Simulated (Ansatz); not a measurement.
**(MoO3)4 (Mo₄O₁₂): structure and electronic state**

What does (MoO3)4 (Mo₄O₁₂) look like as a singlet, and where do its frontier electrons sit?

The runs use Ansatz 0.2.0, Gaussian basis; RKS PBE0-D4/def2-TZVP.

The runs, in order: relaxation at PBE-D4/def2-SVP; a search for the lowest solution at PBE-D4/def2-SVP; a single point at PBE0-D4/def2-TZVP.

### Step 1. Starting geometry

16 atoms, charge 0, spin multiplicity 1.

Atoms are counted from 1 here; the program's logs count them from 0.

Bond lengths: O1–Mo2 1.635 Å, Mo2–O3 1.635 Å, Mo2–O4 1.849 Å, Mo2–O16 1.848 Å, O4–Mo5 1.754 Å, Mo5–O6 1.631 Å, Mo5–O7 1.680 Å, Mo5–O8 1.754 Å, Mo5–Mo13 3.674 Å, O8–Mo9 1.848 Å, Mo9–O10 1.635 Å, Mo9–O11 1.635 Å, Mo9–O12 1.850 Å, O12–Mo13 1.754 Å, Mo13–O14 1.631 Å, Mo13–O15 1.680 Å, Mo13–O16 1.755 Å. Angles: O1–Mo2–O3 110.0°, O1–Mo2–O4 108.1°, O1–Mo2–O16 104.4°, O3–Mo2–O4 104.4°, O3–Mo2–O16 108.1°, O4–Mo2–O16 121.5°, Mo2–O4–Mo5 115.8°, O4–Mo5–O6 109.1°, O4–Mo5–O7 99.2°, O4–Mo5–O8 121.8°, O4–Mo5–Mo13 76.5°, O6–Mo5–O7 118.6°, O6–Mo5–O8 109.0°, O6–Mo5–Mo13 166.5°, O7–Mo5–O8 99.2°, O7–Mo5–Mo13 47.9°, O8–Mo5–Mo13 76.5°, Mo5–O8–Mo9 115.8° and more.

Mo takes a core potential in the def2 sets. No spin-orbit coupling is included.

The start is a GFN2-xTB geometry.

### Step 2. Relaxation at PBE-D4/def2-SVP

in.yaml reads:

```yaml
crystal:
  periodic: [false, false, false]
  atoms:
    - {symbol: O, position_ang: [2.828570, -0.314050, -2.250680]}
    - {symbol: Mo, position_ang: [1.609050, -1.080460, -1.477170]}
    - {symbol: O, position_ang: [1.629840, -2.674460, -1.839650]}
    - {symbol: O, position_ang: [1.949990, -1.016950, 0.338860]}
    - {symbol: Mo, position_ang: [0.541300, -1.083890, 1.382490]}
    - {symbol: O, position_ang: [0.745890, -2.275120, 2.477220]}
    - {symbol: O, position_ang: [-0.652380, -1.263020, 0.213560]}
    - {symbol: O, position_ang: [-0.074730, 0.342280, 2.197780]}
    - {symbol: Mo, position_ang: [-1.606700, 1.082780, 1.476860]}
    - {symbol: O, position_ang: [-2.830240, 0.333610, 2.260510]}
    - {symbol: O, position_ang: [-1.611830, 2.679830, 1.826060]}
    - {symbol: O, position_ang: [-1.953760, 1.009850, -0.338960]}
    - {symbol: Mo, position_ang: [-0.544880, 1.079040, -1.381880]}
    - {symbol: O, position_ang: [-0.751520, 2.270510, -2.476120]}
    - {symbol: O, position_ang: [0.648110, 1.256650, -0.211810]}
    - {symbol: O, position_ang: [0.073310, -0.346600, -2.197070]}
basis:
  gaussian: {orbitals: def2-SVP}
hamiltonian: {xc: pbe, dispersion: d4}
scf: {lower_state_search: "off"}
output: {orbitals: {seedname: orbitals}}
relax: {f_tol: 0.03, max_steps: 70}
```

On the command line:

```bash
$ ansatz run in.yaml --threads 2 --pin off --events-out ev --progress --plain --max-ram 31744MiB --backend cuda --devices 0, --max-vram 18GiB
```

Further steps of the session: Searching for the lowest solution, PBE-D4/def2-SVP; Single point, PBE0-D4/def2-TZVP.

**Question.** What will the summary of the whole plan be? Wanted: point group; commonest bond; HOMO, LUMO at PBE0-D4/def2-TZVP; dipole at PBE-D4/def2-SVP.

**Answer**, as computed:

```
                       quantity                            value
                    point group                              C2h
                 commonest bond  Mo–O, 16 of mean length 1.791 Å
HOMO, LUMO at PBE0-D4/def2-TZVP                 -10.11, -4.50 eV
      dipole at PBE-D4/def2-SVP                           0.00 D
```

The molecule keeps its bonding pattern by the stored test; the atoms moved 1.09 Å (rms), and the angle Mo9–O12–Mo13 went from 116° to 157°. No usable vibrations, so a minimum isn't proven. Whether this spin is the lowest isn't tested here.
